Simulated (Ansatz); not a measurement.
# Cyclo-(Me2SiS)3 (C6H18S3Si3): geometry, orbitals and charge

What does cyclo-(Me2SiS)3 (C6H18S3Si3) look like as a singlet, and where do its frontier electrons sit?

Program: Ansatz 0.2.0, Gaussian basis. Level of theory: RKS PBE0-D4/def2-TZVP. These are calculated values, not measurements.

Levels to be run: relaxation at PBE-D4/def2-SVP; a single point at PBE0-D4/def2-TZVP.

## 1. Where the work starts

30 atoms, charge 0, spin multiplicity 1.

Atoms are counted from 1 here; the program's logs count them from 0.

Bond lengths: Si1–C2 1.900 Å, Si1–C3 1.889 Å, Si1–S4 2.171 Å, Si1–S12 2.175 Å, C2–H13 1.086 Å, C2–H14 1.086 Å, C2–H15 1.087 Å, C3–H16 1.084 Å, C3–H17 1.085 Å, C3–H18 1.084 Å, S4–Si5 2.172 Å, Si5–C6 1.900 Å, Si5–C7 1.889 Å, Si5–S8 2.174 Å, C6–H19 1.087 Å, C6–H20 1.086 Å, C6–H21 1.086 Å, C7–H22 1.085 Å and more. Angles: C2–Si1–C3 114.3°, C2–Si1–S4 108.3°, C2–Si1–S12 111.0°, C3–Si1–S4 106.8°, C3–Si1–S12 105.2°, S4–Si1–S12 111.2°, Si1–C2–H13 110.2°, Si1–C2–H14 111.5°, Si1–C2–H15 111.1°, H13–C2–H14 108.0°, H13–C2–H15 107.6°, H14–C2–H15 108.3°, Si1–C3–H16 110.7°, Si1–C3–H17 111.1°, Si1–C3–H18 110.4°, H16–C3–H17 108.0°, H16–C3–H18 108.5°, H17–C3–H18 108.1° and more.

The start is a GFN2-xTB geometry.

## 2. Optimising with PBE-D4/def2-SVP

in.yaml reads:

```yaml
crystal:
  periodic: [false, false, false]
  atoms:
    - {symbol: Si, position_ang: [2.012990, -0.223260, 0.483690]}
    - {symbol: C, position_ang: [1.661740, -0.241430, 2.350630]}
    - {symbol: C, position_ang: [3.787000, -0.682570, 0.023150]}
    - {symbol: S, position_ang: [1.673840, 1.790520, -0.254460]}
    - {symbol: Si, position_ang: [-0.443980, 1.900790, -0.721480]}
    - {symbol: C, position_ang: [-0.697470, 1.275950, -2.497550]}
    - {symbol: C, position_ang: [-0.970490, 3.695100, -0.451080]}
    - {symbol: S, position_ang: [-1.619360, 0.738700, 0.690610]}
    - {symbol: Si, position_ang: [-1.251300, -1.342650, 0.190250]}
    - {symbol: C, position_ang: [-1.527660, -2.313050, 1.797170]}
    - {symbol: C, position_ang: [-2.415000, -1.905810, -1.198350]}
    - {symbol: S, position_ang: [0.761670, -1.664910, -0.558190]}
    - {symbol: H, position_ang: [2.352530, 0.417180, 2.868470]}
    - {symbol: H, position_ang: [1.772690, -1.238680, 2.766440]}
    - {symbol: H, position_ang: [0.653970, 0.107410, 2.562760]}
    - {symbol: H, position_ang: [4.052080, -1.650260, 0.434660]}
    - {symbol: H, position_ang: [3.910830, -0.731580, -1.053460]}
    - {symbol: H, position_ang: [4.480630, 0.056280, 0.407990]}
    - {symbol: H, position_ang: [-0.287310, 0.276970, -2.623720]}
    - {symbol: H, position_ang: [-1.750270, 1.249280, -2.762700]}
    - {symbol: H, position_ang: [-0.190110, 1.930090, -3.200120]}
    - {symbol: H, position_ang: [-0.933710, 3.959910, 0.600480]}
    - {symbol: H, position_ang: [-0.312630, 4.367090, -0.990750]}
    - {symbol: H, position_ang: [-1.984920, 3.853410, -0.800340]}
    - {symbol: H, position_ang: [-0.777650, -2.087060, 2.549260]}
    - {symbol: H, position_ang: [-1.493950, -3.380860, 1.603340]}
    - {symbol: H, position_ang: [-2.499640, -2.075490, 2.218430]}
    - {symbol: H, position_ang: [-2.233230, -2.947780, -1.440950]}
    - {symbol: H, position_ang: [-2.281270, -1.327490, -2.107200]}
    - {symbol: H, position_ang: [-3.450030, -1.805790, -0.886950]}
basis:
  gaussian: {orbitals: def2-SVP}
hamiltonian: {xc: pbe, dispersion: d4}
scf: {lower_state_search: "off"}
output: {orbitals: {seedname: orbitals}}
relax: {f_tol: 0.03, max_steps: 70}
```

Started as:

```console
> ansatz run in.yaml --threads 2 --pin off --events-out ev --progress --plain --max-ram 20480MiB --backend cuda --devices 0, --max-vram 18GiB
```

The runs that follow: Single point, PBE0-D4/def2-TZVP.

Q: Predict the results of all the runs planned. Wanted: point group; commonest bond, hydrogen aside; HOMO, LUMO at PBE0-D4/def2-TZVP; dipole at PBE-D4/def2-SVP.

The runs gave:

```
                       quantity                           value
                    point group                              C2
 commonest bond, hydrogen aside  S–Si, 6 of mean length 2.177 Å
HOMO, LUMO at PBE0-D4/def2-TZVP                  -6.85, 0.17 eV
      dipole at PBE-D4/def2-SVP                          1.08 D
```

**Reading.** The molecule keeps its bonding pattern by the stored test; the atoms moved 0.07 Å (rms). No usable vibrations, so a minimum isn't proven. The point group is read from a loosely relaxed geometry; soft torsions can leave it below the true symmetry.
